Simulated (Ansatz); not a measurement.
# Pb2O: the cost of one run

Method: DFT PBE, scalar-relativistic, plane waves, PAW, in Ansatz 0.2.0.

**1. Starting point**

The structure is tetragonal, space group P4_2/nmc (No. 137). Conventional cell: a = 4.819 Å, b = 4.819 Å, c = 6.937 Å, α = 90.00°, β = 90.00°, γ = 90.00°. Pb (site symmetry 2mm) is surrounded by 4 O at 2.79 to 3.17 Å. Around O (site symmetry -4m2) lie 8 Pb at 2.79 to 3.17 Å.

Coordinates:

```cif
data_structure
_symmetry_space_group_name_H-M 'P4_2/nmc:1'
_symmetry_Int_Tables_number 137
_cell_length_a 4.8189
_cell_length_b 4.8189
_cell_length_c 6.9374
_cell_angle_alpha 90.000
_cell_angle_beta 90.000
_cell_angle_gamma 90.000
_cell_volume 161.10
loop_
_atom_site_label
_atom_site_type_symbol
_atom_site_symmetry_multiplicity
_atom_site_Wyckoff_symbol
_atom_site_fract_x
_atom_site_fract_y
_atom_site_fract_z
_atom_site_occupancy
Pb1 Pb 4 d 0.00000 0.50000 0.20300 1
O1 O 2 a 0.00000 0.00000 0.00000 1
```

(A quick probe on a coarse mesh, which set the mesh and smearing, is not shown.)

**3. Rough relaxation on the coarse mesh**

File input.yaml:

```yaml
crystal:
  lattice:
    - [4.818948217, 0.0, 0.0]
    - [0.0, 4.818948217, 0.0]
    - [0.0, 0.0, 6.9374308055]
  atoms:
    - { symbol: Pb, position: [0.0, 0.5, 0.203] }
    - { symbol: Pb, position: [0.0, 0.5, 0.703] }
    - { symbol: Pb, position: [0.5, 0.0, 0.297] }
    - { symbol: Pb, position: [0.5, 0.0, 0.797] }
    - { symbol: O, position: [0.0, 0.0, 0.0] }
    - { symbol: O, position: [0.5, 0.5, 0.5] }
basis:
  ecutwfc: 420
kpoints:
  mp_grid: { grid: [4, 4, 4] }
hamiltonian:
  xc: pbe
scf:
  occupations: { method: gaussian, width: 0.1 }
  lower_state_search: "off"
output:
  forces: true
  stress: true
  eigenvalues: true
relax:
  adjacent_minimum: "off"
  f_tol: 0.04
  max_steps: 70
  cell: { stress_tol: 0.4 }
```

Run with:

```
ansatz run input.yaml --threads 1 --pin off --max-ram 2560MiB --backend cpu --events-out ev --progress --plain --runs-dir out
```

Q: Estimate wall time and peak memory on 1 thread of Intel Xeon Platinum 8375C at 2.90GHz (Ice Lake), shared host.

About 2.6 min, with a peak of 0.5 GiB.
